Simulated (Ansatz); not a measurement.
# GaC (quartet): wave-function methods side by side at distance C1–Ga2 = 2.751 Å, aug-cc-pVDZ

How much of the correlation energy of GaC (quartet) does each wave-function method recover here?

Program: Ansatz 0.2.0, Gaussian basis. Level of theory: aug-cc-pVDZ, core rule «outside noble gas», up to 15 orbitals frozen. These are calculated values, not measurements.

The runs, in order: UHF; CCSD(T) on ROHF; CCSD(T) on UHF; BCCD(T) on ROHF; CISD; CCSDT(Q) on ROHF; CCSDT(Q) on UHF; CISDTQ; CCSDTQ on ROHF; CCSDTQ on UHF; CASSCF and MRCISD+Q, 5 electrons in 5 orbitals; CASSCF and NEVPT2, 5 electrons in 5 orbitals; CASSCF and MRCISD+Q, 7 electrons in 8 orbitals; CASSCF and NEVPT2, 7 electrons in 8 orbitals; Full CI.

## 1. The system

The geometry derives from a PBE0/def2-TZVP stationary point (not a proven minimum). One bond is set to the value named and the two fragments are kept rigid. No spin-orbit coupling is included. The filled d shell of Ga may be among the frozen orbitals whatever the setting's name suggests; the logs give the count.

2 atoms, charge 0, spin multiplicity 4.

Atoms are counted from 1 here; the program's logs count them from 0.

No contacts short enough for the rule that draws bonds.

## 2. UHF

in.yaml reads:

```yaml
crystal:
  periodic: [false, false, false]
  atoms:
    - {symbol: C, position_ang: [0.000000, 0.000000, 0.000000]}
    - {symbol: Ga, position_ang: [0.000000, 0.000000, 2.751000]}
basis:
  gaussian: {orbitals: aug-cc-pVDZ}
magnetization: {spin_polarized: true, initial_magnetization: 3}
hamiltonian: {xc: hf}
output: {orbitals: {seedname: orbitals}}
```

Run with:

```
ansatz run in.yaml --threads 1 --pin off --events-out ev --progress --plain --max-ram 3956MiB --backend cpu
```

The runs that follow: CCSD(T) on ROHF; CCSD(T) on UHF; BCCD(T) on ROHF; CISD; CCSDT(Q) on ROHF; CCSDT(Q) on UHF; CISDTQ; CCSDTQ on ROHF; CCSDTQ on UHF; CASSCF and MRCISD+Q, 5 electrons in 5 orbitals; CASSCF and NEVPT2, 5 electrons in 5 orbitals; CASSCF and MRCISD+Q, 7 electrons in 8 orbitals; CASSCF and NEVPT2, 7 electrons in 8 orbitals; Full CI.

**Question.** What will the summary of the whole plan be? Wanted: FCI below the RHF energy; RMP2 from FCI; UMP2 from FCI; RCCSD from FCI; RCCSD(T) from FCI; UCCSD(T) from FCI; RCCSDT(Q) from FCI; UCCSDT(Q) from FCI; NEVPT2 pair from FCI.

The runs gave:

| quantity | value |
| --- | --- |
| FCI below the RHF energy | -4.1505 eV |
| RMP2 from FCI | +1104.4 meV |
| UMP2 from FCI | +1119.8 meV |
| RCCSD from FCI | +220.1 meV |
| RCCSD(T) from FCI | +65.0 meV |
| UCCSD(T) from FCI | +66.1 meV |
| RCCSDT(Q) from FCI | -0.3 meV |
| UCCSDT(Q) from FCI | -6.8 meV |
| NEVPT2 pair from FCI | +1102.4 meV |
| MRCISD+Q pair from FCI | +56.2 meV |
| NEVPT2 valence from FCI | +640.9 meV |
| levels within 1 kcal/mol (43 meV) | RCCSDT, UCCSDT, CISDTQ, RCCSDT(Q), UCCSDT(Q), RCCSDTQ, UCCSDTQ, MRCISD+Q valence |
| T1 diagnostic | 0.045 |
| effectively unpaired electrons | 3.09 |

RCCSD(T) lands +65.0 meV from the yardstick (1.6 % of the correlation energy). UCCSDT(Q), UCCSDTQ fall below full CI: unrestricted runs freeze a spin-polarised core, another one than full CI's, and coupled cluster isn't variational. The occupations are near whole numbers, but T1 = 0.045 shows that the orbitals relax strongly. Of the multireference levels listed MRCISD+Q valence comes nearest in total energy (+9.2 meV), which doesn't show that its space is the better one. These misses are within one basis, not against nature; the frozen cores of restricted and unrestricted runs differ, which can shift their rows.
